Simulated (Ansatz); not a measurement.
**GaH₃+ (doublet): from Hartree-Fock to the top rungs at distance Ga1–H3 = 1.356 Å, cc-pVTZ**

An exercise on one series of results from a longer session: the logs are not shown, and one member is left open.

Method: cc-pVTZ, core rule «outside noble gas», up to 14 orbitals frozen; program: Ansatz 0.2.0, Gaussian basis.

To be run: UHF; CCSD(T) on ROHF; CCSD(T) on UHF; BCCD(T) on ROHF; CCSDT(Q) on ROHF; CCSDT(Q) on UHF; CASSCF and NEVPT2, 3 electrons in 3 orbitals.

21 further runs of the same task are left out: 10 for a known fault of the program, 6 that didn't finish, 5 set aside as unsound or not needed.

**The geometry**

The geometry derives from a PBE0/def2-TZVP stationary point (not a proven minimum). One bond is set to the value named and the two fragments are kept rigid. No spin-orbit coupling is included. The filled d shell of Ga may be among the frozen orbitals whatever the setting's name suggests; the logs give the count.

4 atoms, charge 1, spin multiplicity 2.

Atoms are counted from 1 here; the program's logs count them from 0.

Bond lengths: Ga1–H3 1.356 Å, Ga1–H4 1.532 Å. Angles: H3–Ga1–H4 170.9°.

Set-up of the first run:

Contents of in.yaml:

```yaml
crystal:
  periodic: [false, false, false]
  atoms:
    - {symbol: Ga, position_ang: [0.000000, 0.025527, -0.002431]}
    - {symbol: H, position_ang: [0.000000, -2.047064, -0.002431]}
    - {symbol: H, position_ang: [0.000000, 0.133602, -1.354118]}
    - {symbol: H, position_ang: [0.000000, 0.147632, 1.524739]}
basis:
  gaussian: {orbitals: cc-pVTZ}
total_charge: 1
magnetization: {spin_polarized: true, initial_magnetization: 1}
hamiltonian: {xc: hf}
output: {orbitals: {seedname: orbitals}}
```

The run is started by

```bash
$ ansatz run in.yaml --threads 1 --pin off --events-out ev --progress --plain --max-ram 2393MiB
```

Steps of the session up to this table: UHF; CCSD(T) on ROHF; CCSD(T) on UHF; BCCD(T) on ROHF; CCSDT(Q) on ROHF; CCSDT(Q) on UHF; CASSCF and NEVPT2, 3 electrons in 3 orbitals.

One table of the session follows, with a row left open; its other results are not shown here.

```
     method  from UCCSDT(Q) (kcal/mol)
       ROHF                     +49.58
        UHF                     +49.22
       RMP2                     +11.07
       UMP2                          ?
      RCCSD                      +0.81
      UCCSD                      +0.79
   RCCSD(T)                      +0.22
   UCCSD(T)                      +0.20
    BCCD(T)                      +0.21
     RCCSDT                      +0.03
     UCCSDT                      +0.01
  RCCSDT(Q)                      +0.02
  UCCSDT(Q)                          0
CASSCF pair                     +39.97
NEVPT2 pair                     +10.98
```

Q: Estimate the row for UMP2 from the others.

As computed: from UCCSDT(Q) (kcal/mol): +10.95. In the column «from UCCSDT(Q) (kcal/mol)» it lies between RCCSD (+0.81) and NEVPT2 pair (+10.98).

Caveats from the session: Restricted and unrestricted rows rest on different reference determinants; where their highest levels disagree by more than a few hundredths of an eV, they describe different states and don't form one ladder.
